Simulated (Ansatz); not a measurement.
**C₃H₈OSi: a ladder of functionals and wavefunction methods**

The task here is to estimate one member of a computed series from the others.

Program: Ansatz 0.2.0, Gaussian basis. Level of theory: functionals in def2-TZVPP, the program's frozen cores in correlated methods. These are calculated values, not measurements.

Plan: LDA (SPW92), PBE-D4, revPBE-D4, BLYP-D4, r2SCAN-D4, B97M-V, PBE0-D4, B3LYP-D4, r2SCANh-D4, r2SCAN0-D4, HSE06-D4, BHLYP-D4, CAM-B3LYP-D4, LC-ωPBE, ωB97X-V, ωB97M-V, B2PLYP, PBE-QIDH; CCSD(T)/def2-SVP; CCSD(T)/def2-TZVPP; MP2/def2-QZVPP; extrapolation to the limit; RPA on PBE.

## The relaxed structure

An earlier PBE0-D4 in a triple-zeta def2 set relaxation fixed the geometry.

SMILES `C=CCO[SiH3]`, 13 atoms, charge 0, spin multiplicity 1.

Atoms are counted from 1 here; the program's logs count them from 0.

Bond lengths: C1–C2 1.324 Å, C1–H6 1.084 Å, C1–H7 1.086 Å, C2–C3 1.489 Å, C2–H8 1.087 Å, C3–O4 1.416 Å, C3–H9 1.101 Å, C3–H10 1.098 Å, O4–Si5 1.643 Å, Si5–H11 1.490 Å, Si5–H12 1.490 Å, Si5–H13 1.480 Å. Angles: C2–C1–H6 121.7°, C2–C1–H7 121.4°, H6–C1–H7 116.9°, C1–C2–C3 124.0°, C1–C2–H8 120.5°, C3–C2–H8 115.4°, C2–C3–O4 109.6°, C2–C3–H9 109.5°, C2–C3–H10 109.9°, O4–C3–H9 109.5°, O4–C3–H10 110.8°, H9–C3–H10 107.5°, C3–O4–Si5 122.3°, O4–Si5–H11 110.8°, O4–Si5–H12 110.8°, O4–Si5–H13 106.5°, H11–Si5–H12 107.9°, H11–Si5–H13 110.4° and more.

Geometry (Å):

```mol
C3H8OSi
  3D, bonds by distance, orders not assigned

 13 12  0  0  0  0  0  0  0  0999 V2000
   -1.2734    1.2560    1.8644 C   0  0
   -0.1566    1.0000    1.2012 C   0  0
   -0.1159    0.4055   -0.1634 C   0  0
    0.7624   -0.7046   -0.1708 O   0  0
    1.0321   -1.6005   -1.5217 Si  0  0
   -1.2602    1.7168    2.8451 H   0  0
   -2.2466    1.0156    1.4472 H   0  0
    0.8112    1.2339    1.6378 H   0  0
    0.2391    1.1588   -0.8828 H   0  0
   -1.1261    0.1050   -0.4711 H   0  0
    1.5848   -0.7547   -2.6174 H   0  0
   -0.2337   -2.2154   -2.0111 H   0  0
    2.0032   -2.6514   -1.1424 H   0  0
  1  2  8  0
  2  3  8  0
  3  4  8  0
  4  5  8  0
  1  6  8  0
  1  7  8  0
  2  8  8  0
  3  9  8  0
  3 10  8  0
  5 11  8  0
  5 12  8  0
  5 13  8  0
M  END
```

The first run:

in.yaml reads:

```yaml
crystal:
  periodic: [false, false, false]
  atoms:
    - {symbol: C, position_ang: [-1.273398, 1.256027, 1.864414]}
    - {symbol: C, position_ang: [-0.156636, 0.999998, 1.201227]}
    - {symbol: C, position_ang: [-0.115877, 0.405477, -0.163435]}
    - {symbol: O, position_ang: [0.762400, -0.704582, -0.170816]}
    - {symbol: Si, position_ang: [1.032079, -1.600483, -1.521653]}
    - {symbol: H, position_ang: [-1.260163, 1.716823, 2.845065]}
    - {symbol: H, position_ang: [-2.246572, 1.015587, 1.447153]}
    - {symbol: H, position_ang: [0.811240, 1.233886, 1.637789]}
    - {symbol: H, position_ang: [0.239140, 1.158845, -0.882834]}
    - {symbol: H, position_ang: [-1.126095, 0.105044, -0.471145]}
    - {symbol: H, position_ang: [1.584781, -0.754730, -2.617390]}
    - {symbol: H, position_ang: [-0.233717, -2.215394, -2.011138]}
    - {symbol: H, position_ang: [2.003218, -2.651399, -1.142437]}
basis:
  gaussian: {orbitals: def2-TZVPP}
hamiltonian: {xc: lda}
output: {orbitals: {seedname: orbitals}}
```

Among the steps run: LDA; PBE-D4 (GGA); revPBE-D4 (GGA); BLYP-D4 (GGA); r2SCAN-D4 (meta-GGA); B97M-V (meta-GGA); PBE0-D4 (hybrid); B3LYP-D4 (hybrid); r2SCANh-D4 (hybrid); r2SCAN0-D4 (hybrid); HSE06-D4 (hybrid); BHLYP-D4 (hybrid); CAM-B3LYP-D4 (range-separated); LC-ωPBE-D4 (range-separated; the results give it without D4); ωB97X-V (range-separated); ωB97M-V (range-separated); B2PLYP (double hybrid); PBE-QIDH (double hybrid).

One table of the session follows, with a row left open; its other results are not shown here.

It belongs to the step «Frontier levels by functional». 

```
  functional  HOMO (eV)  gap (eV)
 LDA (SPW92)      -6.65      5.21
      PBE-D4      -6.52      5.34
   revPBE-D4      -6.47      5.39
     BLYP-D4      -6.40      5.37
   r2SCAN-D4      -6.77      5.86
      B97M-V          ?         ?
     PBE0-D4      -7.75      7.59
    B3LYP-D4      -7.53      7.14
  r2SCANh-D4      -7.23      6.70
  r2SCAN0-D4      -7.90      7.91
    HSE06-D4      -7.35      6.80
    BHLYP-D4      -8.75      9.63
CAM-B3LYP-D4      -9.11     10.05
     LC-ωPBE     -10.52     12.64
     ωB97X-V     -10.13     12.13
     ωB97M-V     -10.04     11.79
```

Estimate the missing values for B97M-V.

**Answer.** HOMO (eV): -6.83; gap (eV): 5.90. In the column «HOMO (eV)» it lies between r2SCANh-D4 (-7.23) and r2SCAN-D4 (-6.77).
